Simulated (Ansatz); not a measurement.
# ClFGeH4SSi: basis-set convergence

One table from this session's results is given with a row withheld; the runs are named, their logs left out.

Computed with Ansatz 0.2.0, Gaussian basis. Level: one geometry, several basis sets.

Plan: PBE0-D4/def2-SVP; ωB97M-V/def2-SVP; PBE0-D4/def2-QZVPP; ωB97M-V/def2-QZVPP; the functionals' def2-TZVPP values are taken from earlier runs.

## Structure used throughout

All runs share one geometry, relaxed beforehand with PBE0-D4 in a triple-zeta def2 set.

SMILES `F[SiH](Cl)[S][GeH3]`, 9 atoms, charge 0, spin multiplicity 1.

Atoms are counted from 1 here; the program's logs count them from 0.

Bond lengths: F1–Si2 1.586 Å, Si2–Cl3 2.044 Å, Si2–S4 2.099 Å, Si2–H6 1.474 Å, S4–Ge5 2.241 Å, Ge5–H7 1.535 Å, Ge5–H8 1.532 Å, Ge5–H9 1.532 Å. Angles: F1–Si2–Cl3 108.0°, F1–Si2–S4 107.0°, F1–Si2–H6 108.6°, Cl3–Si2–S4 112.3°, Cl3–Si2–H6 107.2°, S4–Si2–H6 113.6°, Si2–S4–Ge5 96.8°, S4–Ge5–H7 108.5°, S4–Ge5–H8 105.0°, S4–Ge5–H9 109.2°, H7–Ge5–H8 111.3°, H7–Ge5–H9 111.0°, H8–Ge5–H9 111.6°.

Set-up of the first run:

Input file in.yaml:

```yaml
crystal:
  periodic: [false, false, false]
  atoms:
    - {symbol: F, position_ang: [2.860749, -1.037817, -0.605833]}
    - {symbol: Si, position_ang: [1.523797, -0.505121, 0.061805]}
    - {symbol: Cl, position_ang: [1.861292, 1.401429, 0.715583]}
    - {symbol: S, position_ang: [0.027628, -0.591499, -1.407862]}
    - {symbol: Ge, position_ang: [-1.593981, 0.365360, -0.191890]}
    - {symbol: H, position_ang: [1.230730, -1.326311, 1.249652]}
    - {symbol: H, position_ang: [-1.386484, -0.012036, 1.281861]}
    - {symbol: H, position_ang: [-2.897722, -0.224259, -0.738192]}
    - {symbol: H, position_ang: [-1.537307, 1.883955, -0.382224]}
basis:
  gaussian: {orbitals: def2-SVP}
hamiltonian: {xc: pbe0, dispersion: d4}
output: {orbitals: {seedname: orbitals}}
```

The run is started by

```sh
$ ansatz run in.yaml --threads 4 --pin off --events-out ev --progress --plain --max-ram 10444MiB
```

Among the steps run: PBE0-D4 in def2-SVP; ωB97M-V in def2-SVP; PBE0-D4 in def2-QZVPP; ωB97M-V in def2-QZVPP.

One table of the session follows, with a row left open; its other results are not shown here.

| functional | basis | HOMO (eV) |
| --- | --- | --- |
| PBE0-D4 | def2-SVP | -7.82 |
| PBE0-D4 | def2-TZVPP | -7.88 |
| PBE0-D4 | def2-QZVPP | -7.90 |
| ωB97M-V | def2-SVP | -9.92 |
| ωB97M-V | def2-TZVPP | ? |
| ωB97M-V | def2-QZVPP | -10.05 |

**Question.** Estimate the row for ωB97M-V, def2-TZVPP.

**Answer.** HOMO (eV): -10.03. In the column «HOMO (eV)» it lies between ωB97M-V, def2-QZVPP (-10.05) and ωB97M-V, def2-SVP (-9.92).
